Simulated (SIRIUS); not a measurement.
Crystal: NbTe.

```
Te Nb
1.0
     3.70297    0.00000    0.00000
    -1.85149    3.20687    0.00000
     0.00000    0.00000    3.69421
Te Nb
1 1
Direct
  0.66667 0.33333 0.00000
  0.00000 0.00000 0.50000
```

The cell comes from a database or a generator and needn't be the stable form of this composition.

```yaml
Program: SIRIUS 7.12.0
Task: single point
Functional: PBEsol
Potentials_or_basis: all-electron FP-LAPW
Cutoff: 163 eV
Basis: apw+lo standard
k_mesh: 8 × 8 × 7
Occupations: fermi-dirac, width 0.05 eV
Spin: no spin polarisation
```

On this cell: largest force under 0.003 eV/Å; band gap on the k mesh none (metal or under the smearing width).

The same run follows on a disturbed copy (atoms moved at random):

```
Te Nb
1.0
     3.70297    0.00000    0.00000
    -1.85149    3.20687    0.00000
     0.00000    0.00000    3.69421
Te Nb
1 1
Direct
  0.66536 0.32952 0.99436
  0.00067 0.99729 0.50685
```

**Question.** What does the disturbed cell give?

**Answer.** The energy (extrapolated to zero smearing) moves by +5.0 meV/atom; largest force 0.429 eV/Å; band gap on the k mesh none (metal or under the smearing width).

Forces in eV/Å, atoms in the order of the input:
```
Te   0.049  0.033  0.424
Nb  -0.049 -0.033 -0.425
```
